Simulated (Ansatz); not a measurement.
# SbH₂− (triplet): the correlation ladder, def2-TZVPD

Aim: climb from Hartree-Fock through coupled cluster and multireference methods for SbH₂− (triplet) at one geometry and basis, and see what each rung misses.

Method: def2-TZVPD, core rule «outside noble gas», up to 9 orbitals frozen; program: Ansatz 0.2.0, Gaussian basis.

To be run: UHF; CCSD(T) on ROHF; CCSD(T) on UHF; BCCD(T) on ROHF; CCSDT(Q) on ROHF; CCSDT(Q) on UHF; CASSCF and MRCISD+Q, 8 electrons in 6 orbitals; CASSCF and NEVPT2, 8 electrons in 6 orbitals.

20 further runs of the same task are left out: 7 that didn't finish, 13 set aside as unsound or not needed.

## 1. The system

The geometry is a PBE0/def2-TZVPD stationary point (not a proven minimum). No spin-orbit coupling is included. Elements past krypton take def2 core potentials.

3 atoms, charge -1, spin multiplicity 3.

Atoms are counted from 1 here; the program's logs count them from 0.

Bond lengths: Sb1–H2 2.111 Å, Sb1–H3 2.111 Å. Angles: H2–Sb1–H3 180.0°.

## 2. UHF

File in.yaml:

```yaml
crystal:
  periodic: [false, false, false]
  atoms:
    - {symbol: Sb, position_ang: [0.000000, 0.000000, 0.000000]}
    - {symbol: H, position_ang: [0.000000, 0.000000, -2.110900]}
    - {symbol: H, position_ang: [0.000000, 0.000000, 2.110900]}
basis:
  gaussian: {orbitals: def2-TZVPD}
total_charge: -1
magnetization: {spin_polarized: true, initial_magnetization: 2}
hamiltonian: {xc: hf}
output: {orbitals: {seedname: orbitals}}
```

Command:

```sh
> ansatz run in.yaml --threads 1 --pin off --events-out ev --progress --plain --max-ram 2393MiB
```

Further steps of the session: CCSD(T) on ROHF; CCSD(T) on UHF; BCCD(T) on ROHF; CCSDT(Q) on ROHF; CCSDT(Q) on UHF; CASSCF and MRCISD+Q, 8 electrons in 6 orbitals; CASSCF and NEVPT2, 8 electrons in 6 orbitals.

Before running them: what should the planned runs give, taken together? Wanted: UCCSDT(Q) below the RHF energy; RMP2 from UCCSDT(Q); UMP2 from UCCSDT(Q); RCCSD from UCCSDT(Q); RCCSD(T) from UCCSDT(Q); UCCSD(T) from UCCSDT(Q); RCCSDT(Q) from UCCSDT(Q); NEVPT2 valence from UCCSDT(Q); MRCISD+Q valence from UCCSDT(Q).

As calculated:

| quantity | value |
| --- | --- |
| UCCSDT(Q) below the RHF energy | -4.3083 eV |
| RMP2 from UCCSDT(Q) | +90.3 kJ/mol |
| UMP2 from UCCSDT(Q) | +89.9 kJ/mol |
| RCCSD from UCCSDT(Q) | +20.2 kJ/mol |
| RCCSD(T) from UCCSDT(Q) | +5.1 kJ/mol |
| UCCSD(T) from UCCSDT(Q) | +3.8 kJ/mol |
| RCCSDT(Q) from UCCSDT(Q) | +1.4 kJ/mol |
| NEVPT2 valence from UCCSDT(Q) | +87.5 kJ/mol |
| MRCISD+Q valence from UCCSDT(Q) | +3.1 kJ/mol |
| levels within 1 kcal/mol (43 meV) | UCCSD(T), RCCSDT, UCCSDT, RCCSDT(Q), MRCISD+Q valence |
| T1 diagnostic | 0.024 |
| effectively unpaired electrons | 2.02 |

In words: RCCSD(T) lands +5.1 kJ/mol from the yardstick (1.2 % of the correlation energy). One determinant dominates. Of the multireference levels listed MRCISD+Q valence comes nearest in total energy (+3.1 kJ/mol), which doesn't show that its space is the better one. These misses are within one basis, not against nature; the frozen cores of restricted and unrestricted runs differ, which can shift their rows.
